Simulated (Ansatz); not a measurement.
**InSb3: a single-point run**

Aim: a sound single-point run of InSb3. The structure is shown as the input types it.

Program: Ansatz 0.2.0. Level of theory: Kohn-Sham DFT, with the functional, basis and potentials that each input names. These are calculated values, not measurements.

1 further run of the same task is left out (it didn't finish).

## Step 1: The starting structure

It takes space group Fm-3m (No. 225, cubic). Conventional cell: a = 7.589 Å, b = 7.589 Å, c = 7.589 Å, α = 90.00°, β = 90.00°, γ = 90.00°. Around In (site symmetry m-3m) lie 8 Sb at 3.29 Å. Around Sb (site symmetry -43m) lie 4 In at 3.29 Å and 4 Sb at 3.29 Å. Sb (site symmetry m-3m) is surrounded by 8 Sb at 3.29 Å.

As a file:

```cif
data_structure
_symmetry_space_group_name_H-M 'P 1'
_symmetry_Int_Tables_number 1
_cell_length_a 5.3663
_cell_length_b 5.3663
_cell_length_c 5.3663
_cell_angle_alpha 60.000
_cell_angle_beta 60.000
_cell_angle_gamma 60.000
_cell_volume 109.27
loop_
_atom_site_label
_atom_site_type_symbol
_atom_site_fract_x
_atom_site_fract_y
_atom_site_fract_z
_atom_site_occupancy
In1 In 0.00000 0.00000 0.00000 1
Sb1 Sb 0.25000 0.25000 0.25000 1
Sb2 Sb 0.75000 0.75000 0.75000 1
Sb3 Sb 0.50000 0.50000 0.50000 1
```

## Step 2: Running it

File input.yaml:

```yaml
crystal:
  lattice:
    - [0.0, 3.794555, 3.794555]
    - [3.794555, 0.0, 3.794555]
    - [3.794555, 3.794555, 0.0]
  atoms:
    - { symbol: In, position: [0.0, 0.0, 0.0] }
    - { symbol: Sb, position: [0.25, 0.25, 0.25] }
    - { symbol: Sb, position: [0.75, 0.75, 0.75] }
    - { symbol: Sb, position: [0.5, 0.5, 0.5] }
kpoints:
  mp_grid: { grid: [9, 9, 9] }
  band_path:
    path:
      - [0.0, 0.0, 0.0]
      - [0.5, 0.0, 0.5]
      - [0.625, 0.25, 0.625]
      - [0.375, 0.375, 0.75]
      - [0.0, 0.0, 0.0]
      - [0.5, 0.5, 0.5]
      - [0.5, 0.25, 0.75]
      - [0.5, 0.0, 0.5]
    npoints: 14
scf:
  occupations: { method: fermi_dirac, width: 0.05 }
  max_iter: 50
hamiltonian:
  xc: b3-lyp
  pseudopotentials: { kind: all_electron, lapw: { basis_error: 0.0005 } }
output:
  forces: true
  stress: true
  eigenvalues: true
  populations: true
```

Run with:

```sh
$ ansatz run input.yaml --threads 1 --pin off --max-ram 4096MiB --backend cpu --events-out ev --progress --plain --runs-dir out
```

**Question.** How will this run end, and is anything wrong with its input?

Nothing was computed: the input was turned down at the start. Its message: «line 28 column 7: hamiltonian.xc: unknown variant `b3-lyp`, expected one of `lda`, `lda-pw`, `pw92`, `pbe`, `pbesol`, `rpbe`, `revpbe`, `blyp`, ...»

In the input, hamiltonian.xc is b3-lyp. The method's name matches nothing in the program's list.

Fix: set hamiltonian.xc to pbe. Any name on the list would pass the check; a listed functional of a like name need not be the same functional.
